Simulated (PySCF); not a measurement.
# C₅H₇B₂F: runs on many settings

Aim: see how C₅H₇B₂F (`FCC1=CBC=CB1`) answers to the choice of functional, basis, grid and SCF options, and what happens with inputs that are wrong on purpose.

Computed with PySCF 2.14.0, with density-fitted response routines of our own, on a single molecule in the gas phase. Atoms are numbered from 0 throughout.

### Step 1. The molecule as given

15 atoms, charge 0, multiplicity 1; geometry from: GFN2-xTB.

Bonds of the start (Å): F0–C1 1.38, C1–C2 1.50, C2–C3 1.35, C3–B4 1.55, B4–C5 1.55, C5–C6 1.35, C6–B7 1.55, B7–C2 1.56, C1–H8 1.10, C1–H9 1.10, C3–H10 1.09, B4–H11 1.17, C5–H12 1.09, C6–H13 1.09, B7–H14 1.17.

### Step 2. Shielding tensors: PBE0/STO-3G

What the job is given:

```
{"job": {"kind": "nmr", "xc": "PBE0", "basis": "STO-3G", "pop": false, "scf": {"aux": "def2-universal-jkfit"}}, "charge": 0, "multiplicity": 1}
F     -2.636742    -1.294301    -0.813330
C     -2.279165    -0.196354    -0.062343
C     -0.787725    -0.022531    -0.003905
C     -0.257014     1.207390     0.169518
B      1.269946     1.432045     0.069378
C      2.193890     0.188567    -0.000154
C      1.668868    -1.043249    -0.165080
B      0.157846    -1.259602     0.073985
H     -2.682791    -0.371512     0.944862
H     -2.783582     0.666267    -0.512954
H     -0.939957     2.049549     0.256945
H      1.696941     2.505998    -0.125741
H      3.274554     0.299724    -0.031930
H      2.339594    -1.881946    -0.328356
H     -0.239078    -2.272058     0.507194
```

With the program's defaults for keys left out, this is: GIAO PBE0/STO-3G NMR shielding, non-relativistic, gas phase.

Started as:

```console
> OMP_NUM_THREADS=1 python probes_run.py task.json out
```

The driver reads the jobs from task.json and runs them one after another.

Standard output:

```text
final grid: 127664 points
cycle   1  E = -339.3858508102  dE =  1.073e+00  |g| = 3.800e-01  |ddm| = 5.143e+00
cycle   2  E = -339.4000133507  dE = -1.416e-02  |g| = 3.685e-01  |ddm| = 1.091e+00
cycle   3  E = -339.4423247760  dE = -4.231e-02  |g| = 4.862e-02  |ddm| = 5.240e-01
cycle   4  E = -339.4427304660  dE = -4.057e-04  |g| = 3.427e-02  |ddm| = 9.968e-02
cycle   5  E = -339.4430806051  dE = -3.501e-04  |g| = 8.058e-03  |ddm| = 4.705e-02
cycle   6  E = -339.4431003834  dE = -1.978e-05  |g| = 2.802e-03  |ddm| = 1.267e-02
cycle   7  E = -339.4431028454  dE = -2.462e-06  |g| = 6.636e-04  |ddm| = 3.924e-03
cycle   8  E = -339.4431030067  dE = -1.613e-07  |g| = 1.190e-04  |ddm| = 1.079e-03
cycle   9  E = -339.4431030167  dE = -9.999e-09  |g| = 2.380e-05  |ddm| = 3.819e-04
cycle  10  E = -339.4431030172  dE = -5.114e-10  |g| = 8.134e-06  |ddm| = 9.814e-05
converged SCF energy = -339.4431030172

GIAO shielding tensors (ppm)
atom      isotropic    diamagn.    paramagn.     s11        s22        s33       span
  0 F      441.248     452.572     -11.324    392.165    457.087    474.492     82.327
  1 C      169.251     246.987     -77.736    143.188    158.033    206.533     63.345
  2 C       86.237     254.352    -168.115     -2.396     53.043    208.062    210.458
  3 C      101.864     254.231    -152.367      8.619     87.319    209.655    201.036
  4 B       65.250     198.120    -132.870     15.335     25.956    154.459    139.124
  5 C       99.296     252.477    -153.181      5.711     77.723    214.453    208.742
  6 C       94.990     253.101    -158.111     -8.170     78.151    214.990    223.159
  7 B       59.150     199.256    -140.106     -2.307     25.920    153.838    156.145
  8 H       29.711      29.308       0.402     26.519     27.868     34.745      8.227
  9 H       29.739      29.662       0.078     25.917     28.937     34.364      8.447
 10 H       25.985      32.672      -6.688     21.226     26.582     30.146      8.919
 11 H       26.610      31.455      -4.845     22.021     28.324     29.484      7.464
 12 H       25.556      29.537      -3.981     21.953     26.215     28.499      6.546
 13 H       25.255      30.049      -4.794     20.758     26.374     28.632      7.874
 14 H       25.965      32.538      -6.572     19.723     28.672     29.501      9.778
```

Run time: 4.5 s. Hardware: 1 thread of Arm Neoverse V1, shared host.

The references, computed at this level on geometries of the same kind, shield at (ppm): ¹H TMS 33.02, ¹³C TMS 236.2, ¹⁹F CFCl3 297.1, ¹¹B BF3·OEt2 129.3. Their shielding less the atom's gives the shift. The references are single molecules in the gas phase, so shifts against H2O, NH3, PH3, H3PO4 or CFCl3 are not on the usual liquid scales and can be off by tens of ppm. Atoms listed in one row are averaged.

| atoms | environment | σ (ppm) | δ (ppm) |
| --- | --- | --- | --- |
| C2 | fully substituted alkene carbon | 86.2 | 149.9 |
| C6 | alkene CH | 95.0 | 141.2 |
| C5 | alkene CH | 99.3 | 136.9 |
| C3 | alkene CH | 101.9 | 134.3 |
| C1 | allylic sp3 CH2 bonded to F | 169.3 | 66.9 |
| H13 | hydrogen on an alkene CH | 25.25 | 7.76 |
| H12 | hydrogen on an alkene CH | 25.56 | 7.46 |
| H14 | hydrogen on a boron bonded to 2 C, in a 6-membered ring | 25.97 | 7.05 |
| H10 | hydrogen on an alkene CH | 25.98 | 7.03 |
| H11 | hydrogen on a boron bonded to 2 C, in a 6-membered ring | 26.61 | 6.41 |
| H8, H9 | hydrogen on an allylic sp3 CH2 bonded to F | 29.73 | 3.29 |
| F0 | fluorine on an sp3 carbon | 441.2 | -144.2 |
| B7 | boron bonded to 2 C, H, in a 6-membered ring | 59.2 | 70.1 |
| B4 | boron bonded to 2 C, H, in a 6-membered ring | 65.3 | 64.0 |

Ring of atoms C2, C3, B4, C5, C6, B7: NICS(0) 11.8, NICS(1) 3.8, NICS(1)zz 15.7 ppm (means of both faces).

### Step 3. NMR shieldings: HCTH407/pcseg-1

Same as in step 2 but for these lines:

```diff
@@ -1,2 +1,2 @@
-{"job": {"kind": "nmr", "xc": "PBE0", "basis": "STO-3G", "pop": false, "scf": {"aux": "def2-universal-jkfit"}}, "charge": 0, "multiplicity": 1}
+{"job": {"kind": "nmr", "xc": "HCTH407", "basis": "pcseg-1", "pop": true, "scf": {"max_cycle": 5}}, "charge": 0, "multiplicity": 1}
 F     -2.636742    -1.294301    -0.813330
```

With the program's defaults for keys left out, this is: GIAO HCTH407/pcseg-1 NMR shielding, non-relativistic, gas phase.

Standard output:

```text
final grid: 127664 points
cycle   1  E = -344.0200123053  dE =  7.346e-01  |g| = 5.860e-01  |ddm| = 4.040e+00
cycle   2  E = -343.9147810554  dE =  1.052e-01  |g| = 9.347e-01  |ddm| = 1.655e+00
cycle   3  E = -344.0975499518  dE = -1.828e-01  |g| = 1.616e-01  |ddm| = 1.072e+00
cycle   4  E = -344.1024472600  dE = -4.897e-03  |g| = 9.292e-02  |ddm| = 2.510e-01
cycle   5  E = -344.1048264084  dE = -2.379e-03  |g| = 2.992e-02  |ddm| = 1.176e-01
SCF not converged, last energy = -344.1048264084
```

Run time: 8.2 s. Hardware: 1 thread of Arm Neoverse V1, shared host.

Diagnosis: The cap of 5 cycles ended the SCF at a gradient of 3.0e-02. The remedy is to raise the cap. Numbers printed on the way are no properties of the molecule.

### Step 4. Indirect couplings: OLYP/pcSseg-1

Same as in step 3 but for these lines:

```diff
@@ -1,2 +1,2 @@
-{"job": {"kind": "nmr", "xc": "HCTH407", "basis": "pcseg-1", "pop": true, "scf": {"max_cycle": 5}}, "charge": 0, "multiplicity": 1}
+{"job": {"kind": "j", "xc": "OLYP", "basis": "pcSseg-1"}, "charge": 0, "multiplicity": 1}
 F     -2.636742    -1.294301    -0.813330
```

Level: OLYP/pcSseg-1 indirect spin-spin coupling, non-relativistic, gas phase.

Standard output:

```text
coarse grid: 13032 points
cycle   1  E = -343.9197770256  dE =  7.497e-01  |g| = 6.436e-01  |ddm| = 3.550e+00
cycle   2  E = -343.7928783179  dE =  1.269e-01  |g| = 1.037e+00  |ddm| = 1.666e+00
cycle   3  E = -344.0069244934  dE = -2.140e-01  |g| = 1.769e-01  |ddm| = 1.112e+00
cycle   4  E = -344.0125231259  dE = -5.599e-03  |g| = 1.033e-01  |ddm| = 2.335e-01
cycle   5  E = -344.0154067088  dE = -2.884e-03  |g| = 3.376e-02  |ddm| = 1.094e-01
cycle   6  E = -344.0156904846  dE = -2.838e-04  |g| = 1.014e-02  |ddm| = 3.640e-02
cycle   7  E = -344.0157095199  dE = -1.904e-05  |g| = 6.115e-03  |ddm| = 1.273e-02
cycle   8  E = -344.0157196244  dE = -1.010e-05  |g| = 1.178e-03  |ddm| = 5.611e-03
cycle   9  E = -344.0157199588  dE = -3.344e-07  |g| = 2.507e-04  |ddm| = 1.282e-03
final grid: 127664 points
cycle  10  E = -344.0578027251  dE = -1.013e-04  |g| = 1.407e-02  |ddm| = 6.569e-02
cycle  11  E = -344.0577661770  dE =  3.655e-05  |g| = 1.965e-02  |ddm| = 3.535e-02
cycle  12  E = -344.0578451541  dE = -7.898e-05  |g| = 2.666e-03  |ddm| = 2.084e-02
cycle  13  E = -344.0578465794  dE = -1.425e-06  |g| = 9.743e-04  |ddm| = 2.866e-03
cycle  14  E = -344.0578467668  dE = -1.875e-07  |g| = 5.616e-04  |ddm| = 1.212e-03
cycle  15  E = -344.0578468579  dE = -9.109e-08  |g| = 9.955e-05  |ddm| = 5.311e-04
cycle  16  E = -344.0578468598  dE = -1.877e-09  |g| = 5.091e-05  |ddm| = 1.215e-04
cycle  17  E = -344.0578468604  dE = -6.341e-10  |g| = 1.958e-05  |ddm| = 5.423e-05
converged SCF energy = -344.0578468604

Indirect spin-spin couplings (Hz)
  i      j    bonds     total        FC       PSO       DSO        SD
  0 F    1 C    1   -187.598  -232.546    25.441     0.728    18.779
  0 F    2 C    2     19.242    22.540    -4.185     0.025     0.862
  0 F    3 C    3      8.264    11.601    -2.833    -0.300    -0.204
  0 F    4 B    4      3.044     1.173     1.524    -0.248     0.596
  0 F    5 C    5     -1.177    -0.743    -0.177    -0.158    -0.099
  0 F    6 C    4      2.882     3.211    -0.365    -0.083     0.119
  0 F    7 B    3      7.343     6.949     0.420     0.124    -0.150
  0 F    8 H    2     45.614    40.180     9.784    -1.110    -3.240
  0 F    9 H    2     47.889    42.062    10.271    -1.134    -3.309
  0 F   10 H    4     -3.923    -2.610     0.008    -1.044    -0.278
  0 F   11 H    5      2.556     2.220     1.026    -0.755     0.066
  0 F   12 H    6     -0.292    -0.161     0.697    -0.800    -0.030
  0 F   13 H    5      0.610     0.848     0.314    -0.506    -0.046
  0 F   14 H    4      3.135     2.967    -0.217     0.501    -0.117
  1 C    2 C    1     47.777    49.564    -2.058     0.272         -
  1 C    3 C    2     -0.467    -0.265    -0.210     0.008         -
  1 C    4 B    3      5.661     5.497     0.177    -0.060     0.048
  1 C    5 C    4     -0.352    -0.313     0.003    -0.043         -
  1 C    6 C    3      1.463     1.578    -0.079    -0.036         -
  1 C    7 B    2      1.804     1.809     0.035     0.017    -0.057
  1 C    8 H    1    152.215   151.278    -0.107     1.044         -
  1 C    9 H    1    157.245   156.403    -0.205     1.047         -
  1 C   10 H    3      9.492     9.491    -0.189     0.191         -
  1 C   11 H    4      0.819     0.813     0.188    -0.182         -
  1 C   13 H    4      0.732     0.794     0.172    -0.234         -
  1 C   14 H    3      1.283     1.277    -0.043     0.048         -
  2 C    3 C    1     65.009    74.719    -9.929     0.219         -
  2 C    4 B    2      3.343     1.457     1.350    -0.002     0.538
  2 C    5 C    3      0.413     0.949    -0.554     0.018         -
  2 C    6 C    2      1.735     2.583    -0.888     0.040         -
  2 C    7 B    1     68.918    69.025    -0.867     0.291     0.470
  2 C    8 H    2     -4.828    -4.723    -0.090    -0.015         -
  2 C    9 H    2     -2.301    -1.959    -0.266    -0.076         -
  2 C   10 H    2     -7.465    -5.403    -1.760    -0.302         -
  2 C   11 H    3      4.362     4.220     0.441    -0.298         -
  2 C   12 H    4     -1.024    -0.850     0.140    -0.314         -
  2 C   13 H    3      3.807     3.971     0.127    -0.291         -
  2 C   14 H    2      1.535     1.595    -0.094     0.034         -
  3 C    4 B    1     69.551    69.931    -0.960     0.230     0.351
  3 C    5 C    2      2.148     2.785    -0.657     0.021         -
  3 C    6 C    3      0.911     1.402    -0.495     0.004         -
  3 C    7 B    2      1.694     0.609     0.984    -0.007     0.108
  3 C    8 H    3      5.869     6.014     0.020    -0.165         -
  3 C    9 H    3      4.525     4.731    -0.281     0.076         -
  3 C   10 H    1    137.710   136.850     0.053     0.807         -
  3 C   11 H    2      4.182     4.393    -0.128    -0.084         -
  3 C   12 H    3      5.124     5.285     0.184    -0.345         -
  3 C   13 H    4     -1.039    -0.857     0.173    -0.355         -
  3 C   14 H    3      3.036     2.940     0.413    -0.317         -
  4 B    5 C    1     69.366    69.312    -0.648     0.217     0.485
  4 B    6 C    2      2.266     0.489     1.331    -0.032     0.478
  4 B    7 B    3      4.358     5.184    -0.715     0.016    -0.127
  4 B    8 H    4      1.131     1.173     0.210    -0.283     0.030
  4 B    9 H    4      0.383     0.393     0.211    -0.218    -0.003
  4 B   10 H    2      4.558     4.876     0.065    -0.368    -0.014
  4 B   11 H    1    127.483   128.090    -1.724     0.683     0.435
  4 B   12 H    2      4.813     5.077     0.156    -0.404    -0.015
  4 B   13 H    3      7.878     7.883     0.647    -0.590    -0.061
  4 B   14 H    4      1.036     1.373     0.059    -0.333    -0.063
  5 C    6 C    1     63.261    73.279   -10.177     0.158         -
  5 C    7 B    2      1.847     0.483     1.203    -0.022     0.183
  5 C    8 H    5     -1.488    -1.444     0.146    -0.191         -
  5 C    9 H    5     -0.480    -0.397     0.119    -0.201         -
  5 C   10 H    3      4.938     5.105     0.179    -0.346         -
  5 C   11 H    2      4.030     4.193    -0.051    -0.112         -
  5 C   12 H    1    140.625   140.010    -0.083     0.698         -
  5 C   13 H    2     -7.309    -5.289    -1.552    -0.468         -
  5 C   14 H    3      3.989     3.898     0.416    -0.325         -
  6 C    7 B    1     69.903    70.276    -1.042     0.229     0.439
  6 C    8 H    4      1.064     1.103     0.146    -0.185         -
  6 C    9 H    4      1.004     1.046     0.195    -0.238         -
  6 C   10 H    4     -0.991    -0.818     0.185    -0.358         -
  6 C   11 H    3      4.882     4.781     0.462    -0.360         -
  6 C   12 H    2     -7.543    -5.525    -1.558    -0.460         -
  6 C   13 H    1    141.658   141.047    -0.095     0.706         -
  6 C   14 H    2      2.791     2.947    -0.077    -0.079         -
  7 B    8 H    3      0.004     0.150    -0.016    -0.096    -0.035
  7 B    9 H    3      3.953     3.982     0.441    -0.487     0.016
  7 B   10 H    3      7.076     7.062     0.644    -0.562    -0.067
  7 B   11 H    4      0.210     0.499     0.124    -0.349    -0.064
  7 B   12 H    3      7.850     7.866     0.654    -0.573    -0.097
  7 B   13 H    2      5.568     5.830     0.122    -0.380    -0.004
  7 B   14 H    1    131.828   132.486    -1.908     0.803     0.447
  8 H    9 H    2    -13.427   -13.300     1.976    -2.102         -
  8 H   10 H    4     -2.115    -2.080     0.109    -0.145         -
  8 H   11 H    5     -1.101    -0.949     0.699    -0.850         -
  8 H   12 H    6     -0.279    -0.116     0.794    -0.957         -
  8 H   13 H    5     -0.277    -0.124     0.766    -0.920         -
  8 H   14 H    4      0.310     0.281    -0.243     0.272         -
  9 H   10 H    4     -1.107    -1.360    -1.409     1.663         -
  9 H   11 H    5     -0.347    -0.270     0.404    -0.482         -
  9 H   13 H    5     -0.407    -0.226     0.936    -1.118         -
  9 H   14 H    4     -0.499    -0.260     1.333    -1.572         -
 10 H   11 H    3      2.636     2.650     0.268    -0.283         -
 10 H   12 H    4      1.399     1.655     1.237    -1.494         -
 10 H   13 H    5     -0.824    -0.520     1.287    -1.590         -
 10 H   14 H    4     -0.157     0.087     1.236    -1.480         -
 11 H   12 H    3      2.424     2.445     0.370    -0.391         -
 11 H   14 H    5     -1.085    -0.811     0.915    -1.189         -
 12 H   13 H    3     12.507    12.976    -0.017    -0.452         -
 12 H   14 H    4     -0.518    -0.279     1.161    -1.400         -
 13 H   14 H    3      2.153     2.157     0.365    -0.368         -
```

Wall time 35 s (1 thread of Arm Neoverse V1, shared host); peak memory 0.59 GiB.

The basis is not made for couplings: without tight functions at the nuclei these values are rough.

A choice of the couplings up to four bonds, sorted by the number of bonds, with means over like pairs; isotopes 11B, 13C, 19F, 1H:

| pair | bonds | J (Hz) | Fermi contact (Hz) | dihedral (°) |
| --- | --- | --- | --- | --- |
| F0–C1 | 1 | -187.6 | -232.5 | – |
| C1–H8 | 1 | 154.7 | 153.8 | – |
| C6–H13 | 1 | 141.7 | 141.0 | – |
| C5–H12 | 1 | 140.6 | 140.0 | – |
| C3–H10 | 1 | 137.7 | 136.8 | – |
| B7–H14 | 1 | 131.8 | 132.5 | – |
| B4–H11 | 1 | 127.5 | 128.1 | – |
| C6–B7 | 1 | 69.9 | 70.3 | – |
| C3–B4 | 1 | 69.6 | 69.9 | – |
| F0–H8 | 2 | 46.8 | 41.1 | – |
| F0–C2 | 2 | 19.2 | 22.5 | – |
| H8–H9 | 2 | -13.4 | -13.3 | – |
| C6–H12 | 2 | -7.5 | -5.5 | – |
| C2–H10 | 2 | -7.5 | -5.4 | – |
| C5–H13 | 2 | -7.3 | -5.3 | – |
| B7–H13 | 2 | 5.6 | 5.8 | – |
| B4–H12 | 2 | 4.8 | 5.1 | – |
| B4–H10 | 2 | 4.6 | 4.9 | – |
| H12–H13 | 3 | 12.5 | 13.0 | 0 |
| C1–H10 | 3 | 9.5 | 9.5 | 0 |
| F0–C3 | 3 | 8.3 | 11.6 | 152 |
| B4–H13 | 3 | 7.9 | 7.9 | 173 |
| B7–H12 | 3 | 7.8 | 7.9 | 171 |
| F0–B7 | 3 | 7.3 | 6.9 | -37 |
| B7–H10 | 3 | 7.1 | 7.1 | -171 |
| C1–B4 | 3 | 5.7 | 5.5 | -173 |
| C3–H8 | 3 | 5.2 | 5.4 | – |
| F0–H10 | 4 | -3.9 | -2.6 | – |
| F0–H14 | 4 | 3.1 | 3.0 | – |
| F0–B4 | 4 | 3.0 | 1.2 | – |
| F0–C6 | 4 | 2.9 | 3.2 | – |
| H8–H10 | 4 | -1.6 | -1.7 | – |
| H10–H12 | 4 | 1.4 | 1.7 | – |
| C3–H13 | 4 | -1.0 | -0.9 | – |
| B4–H14 | 4 | 1.0 | 1.4 | – |
| C6–H8 | 4 | 1.0 | 1.1 | – |

The spin-dipole term was solved for some atoms only; pairs without it lack that part.

Quadrupole couplings from the field gradients of the same density:

| atom | isotope | eQq/h (MHz) | η |
| --- | --- | --- | --- |
| B7 | 11B | 5.480 | 0.05 |
| B4 | 11B | 5.275 | 0.02 |

Shifts (PBE0/STO-3G, unscaled) and these couplings together give the proton spectrum at 400 MHz below. Couplings to quadrupolar nuclei are left out.

¹H NMR δ 7.76 (m, 1H), 7.46 (m, 1H), 7.05 (br, 1H), 7.03 (m, 1H), 6.41 (br, 1H), 3.29 (dd, J = 46.8, 1.6 Hz, 2H). The letters are first-order; like nuclei with unlike couplings give more lines.

### Step 5. NMR shieldings: SCAN/6-31G

Same as in step 4 but for these lines:

```diff
@@ -1,2 +1,2 @@
-{"job": {"kind": "j", "xc": "OLYP", "basis": "pcSseg-1"}, "charge": 0, "multiplicity": 1}
+{"job": {"kind": "nmr", "xc": "SCAN", "basis": "6-31G", "pop": false, "scf": {"max_cycle": 3}}, "charge": 0, "multiplicity": 1}
 F     -2.636742    -1.294301    -0.813330
```

With the program's defaults for keys left out, this is: GIAO SCAN/6-31G NMR shielding, non-relativistic, gas phase.

Standard output:

```text
final grid: 127664 points
cycle   1  E = -343.9016446600  dE =  8.064e-01  |g| = 6.259e-01  |ddm| = 3.789e+00
cycle   2  E = -343.8105158958  dE =  9.113e-02  |g| = 9.442e-01  |ddm| = 1.706e+00
cycle   3  E = -343.9821163251  dE = -1.716e-01  |g| = 1.448e-01  |ddm| = 1.112e+00
SCF not converged, last energy = -343.9821163251
```

Run time: 4.5 s. Hardware: 1 thread of Arm Neoverse V1, shared host.

Why it failed: The cap of 3 cycles ended the SCF at a gradient of 1.4e-01. Cure: raise the cap. Numbers printed on the way are no properties of the molecule.

### Step 6. TDDFT and polarisability: HCTH407/aug-cc-pVDZ

What the job is given:

```
{"job": {"kind": "uv", "xc": "HCTH407", "basis": "aug-cc-pVDZ", "nstates": 1, "ntriplets": 0, "tda": true, "scf": {"max_cycle": 68}}, "charge": 0, "multiplicity": 1}
F     -2.900416    -1.423731    -0.894663
C     -2.507082    -0.215989    -0.068577
C     -0.866498    -0.024784    -0.004296
C     -0.282715     1.328129     0.186470
B      1.396941     1.575250     0.076316
C      2.413279     0.207424    -0.000169
C      1.835755    -1.147574    -0.181588
B      0.173631    -1.385562     0.081384
H     -2.951070    -0.408663     1.039348
H     -3.061940     0.732894    -0.564249
H     -1.033953     2.254504     0.282640
H      1.866635     2.756598    -0.138315
H      3.602009     0.329696    -0.035123
H      2.573553    -2.070141    -0.361192
H     -0.262986    -2.499264     0.557913
```

Method: TDA HCTH407/aug-cc-pVDZ, vertical, gas phase, core orbitals frozen in the response.

Standard output:

```text
final grid: 127664 points
cycle   1  E = -344.0460516018  dE = -2.603e-01  |g| = 5.919e-01  |ddm| = 9.450e+00
cycle   2  E = -343.7114947109  dE =  3.346e-01  |g| = 1.449e+00  |ddm| = 3.198e+00
cycle   3  E = -344.1119735229  dE = -4.005e-01  |g| = 1.766e-01  |ddm| = 1.962e+00
cycle   4  E = -344.1158247432  dE = -3.851e-03  |g| = 1.358e-01  |ddm| = 5.815e-01
cycle   5  E = -344.1201848607  dE = -4.360e-03  |g| = 7.026e-02  |ddm| = 2.843e-01
cycle   6  E = -344.1216170425  dE = -1.432e-03  |g| = 1.471e-02  |ddm| = 1.276e-01
cycle   7  E = -344.1216461015  dE = -2.906e-05  |g| = 1.143e-02  |ddm| = 3.912e-02
cycle   8  E = -344.1216856297  dE = -3.953e-05  |g| = 1.862e-03  |ddm| = 1.980e-02
cycle   9  E = -344.1216865729  dE = -9.432e-07  |g| = 4.356e-04  |ddm| = 4.516e-03
cycle  10  E = -344.1216866132  dE = -4.032e-08  |g| = 1.742e-04  |ddm| = 1.560e-03
cycle  11  E = -344.1216866185  dE = -5.279e-09  |g| = 1.282e-04  |ddm| = 7.130e-04
cycle  12  E = -344.1216866233  dE = -4.761e-09  |g| = 1.562e-05  |ddm| = 2.945e-04
cycle  13  E = -344.1216866232  dE =  3.547e-11  |g| = 1.801e-05  |ddm| = 6.921e-05
converged SCF energy = -344.1216866232

Static polarisability (au): isotropic 109.910, principal 68.031 118.855 142.844

Singlet excitations
state   eV       nm        f      main configurations
  1   2.3363    530.7   0.00124   H->L 0.94
```

Run time: 45 s. Hardware: 1 thread of Arm Neoverse V1, shared host; peak memory 0.71 GiB.

All coordinates were scaled by 1.1, so these values belong to a distorted geometry and are kept out of the summary. Its HOMO lies at -6.45 eV, against -5.08 eV in step 2 (PBE0/STO-3G), a different level, so the two don't compare directly.

### Step 7. What came out

| quantity | value |
| --- | --- |
| ¹³C shifts against TMS (PBE0/STO-3G) | 149.9, 141.2, 136.9, 134.3, 66.9 ppm |
| ¹H shifts against TMS (PBE0/STO-3G, means over atoms taken as alike) | 7.76, 7.46, 7.05, 7.03, 6.41, 3.29 ppm |
| ¹⁹F shifts against CFCl3 (PBE0/STO-3G) | -144.2 ppm |
| ¹¹B shifts against BF3·OEt2 (PBE0/STO-3G) | 70.1, 64.0 ppm |
| largest coupling of the table (OLYP/pcSseg-1) | ¹J(F,C) F0–C1, -187.6 Hz |
| property runs in this session | 5, of which 2 failed and 2 gave unsound results |

Single values in the summary come from the first run of each kind that ended normally (PBE0/STO-3G; OLYP/pcSseg-1), which need not be the best level. A minimal basis gives no usable values, so read them as a test of settings alone. At PBE0/STO-3G: The widest tensor belongs to C6: span 223 ppm, with a paramagnetic part of -158 ppm. Of the pairs tabulated at OLYP/pcSseg-1, F0–C1 couples most strongly (-187.6 Hz; Fermi contact -232.5 Hz). Couplings across rotatable bonds belong to this one conformer; where others are populated, the observed values are averages. Couplings from bases without tight functions are rough.
